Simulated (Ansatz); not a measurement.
# C5H12AlClN2: small, medium and large basis sets

The task here is to estimate one member of a computed series from the others.

Computed with Ansatz 0.2.0, Gaussian basis. Level: one geometry, several basis sets.

Plan: PBE0-D4/def2-SVP; ωB97M-V/def2-SVP; PBE0-D4/def2-QZVPP; ωB97M-V/def2-QZVPP; the functionals' def2-TZVPP values are taken from earlier runs.

**The geometry**

All runs share one geometry, relaxed beforehand with PBE0-D4 in a triple-zeta def2 set.

21 atoms, charge 0, spin multiplicity 1.

Atoms are counted from 1 here; the program's logs count them from 0.

Bond lengths: C1–C2 1.489 Å, C1–H10 1.094 Å, C1–H11 1.090 Å, C1–H12 1.089 Å, C2–N3 1.326 Å, C2–N8 1.326 Å, N3–C4 1.434 Å, N3–Al5 1.919 Å, C4–H13 1.090 Å, C4–H14 1.096 Å, C4–H15 1.097 Å, Al5–C6 1.946 Å, Al5–Cl7 2.134 Å, Al5–N8 1.919 Å, C6–H16 1.094 Å, C6–H17 1.094 Å, C6–H18 1.094 Å, N8–C9 1.434 Å and more. Angles: C2–C1–H10 109.5°, C2–C1–H11 111.0°, C2–C1–H12 111.1°, H10–C1–H11 107.8°, H10–C1–H12 107.9°, H11–C1–H12 109.3°, C1–C2–N3 124.5°, C1–C2–N8 124.6°, N3–C2–N8 110.9°, C2–N3–C4 124.1°, C2–N3–Al5 89.9°, C4–N3–Al5 146.0°, N3–C4–H13 108.9°, N3–C4–H14 112.6°, N3–C4–H15 112.4°, H13–C4–H14 107.4°, H13–C4–H15 107.2°, H14–C4–H15 108.0° and more.

Set-up of the first run:

Contents of in.yaml:

```yaml
crystal:
  periodic: [false, false, false]
  atoms:
    - {symbol: C, position_ang: [-0.673264, -2.145799, -0.094976]}
    - {symbol: C, position_ang: [-0.161255, -0.751071, -0.192173]}
    - {symbol: N, position_ang: [1.031545, -0.358152, 0.233917]}
    - {symbol: C, position_ang: [2.005179, -1.233162, 0.819326]}
    - {symbol: Al, position_ang: [0.630628, 1.437044, -0.314046]}
    - {symbol: C, position_ang: [0.406444, 2.801530, 1.055738]}
    - {symbol: Cl, position_ang: [1.696635, 2.014701, -2.069690]}
    - {symbol: N, position_ang: [-0.842550, 0.267982, -0.697965]}
    - {symbol: C, position_ang: [-2.161358, 0.161015, -1.251037]}
    - {symbol: H, position_ang: [-1.165142, -2.287954, 0.871816]}
    - {symbol: H, position_ang: [0.141375, -2.866092, -0.163911]}
    - {symbol: H, position_ang: [-1.403611, -2.351188, -0.876588]}
    - {symbol: H, position_ang: [2.864704, -0.643604, 1.137295]}
    - {symbol: H, position_ang: [1.622547, -1.758524, 1.702010]}
    - {symbol: H, position_ang: [2.372178, -1.984432, 0.109522]}
    - {symbol: H, position_ang: [-0.149294, 2.423979, 1.919225]}
    - {symbol: H, position_ang: [1.373066, 3.166234, 1.416509]}
    - {symbol: H, position_ang: [-0.132841, 3.671174, 0.667945]}
    - {symbol: H, position_ang: [-2.886633, -0.243509, -0.535677]}
    - {symbol: H, position_ang: [-2.187286, -0.463979, -2.151819]}
    - {symbol: H, position_ang: [-2.505566, 1.154209, -1.538421]}
basis:
  gaussian: {orbitals: def2-SVP}
hamiltonian: {xc: pbe0, dispersion: d4}
output: {orbitals: {seedname: orbitals}}
```

Run with:

```
$ ansatz run in.yaml --threads 4 --pin off --events-out ev --progress --plain --max-ram 46080MiB --backend cpu
```

Steps of the session up to this table: PBE0-D4 in def2-SVP; ωB97M-V in def2-SVP; PBE0-D4 in def2-QZVPP; ωB97M-V in def2-QZVPP.

One table of the session follows, with a row left open; its other results are not shown here.

It belongs to the step «Functionals by basis». 

```
functional       basis  HOMO (eV)  LUMO (eV)
   PBE0-D4    def2-SVP      -6.42      -0.09
   PBE0-D4  def2-TZVPP      -6.51      -0.20
   PBE0-D4  def2-QZVPP      -6.54      -0.25
   ωB97M-V    def2-SVP      -8.63       2.02
   ωB97M-V  def2-TZVPP          ?          ?
   ωB97M-V  def2-QZVPP      -8.76       1.10
```

Estimate the missing values for ωB97M-V, def2-TZVPP.

The run gave: HOMO (eV): -8.73; LUMO (eV): 1.71. In the column «HOMO (eV)» it lies between ωB97M-V, def2-QZVPP (-8.76) and ωB97M-V, def2-SVP (-8.63).
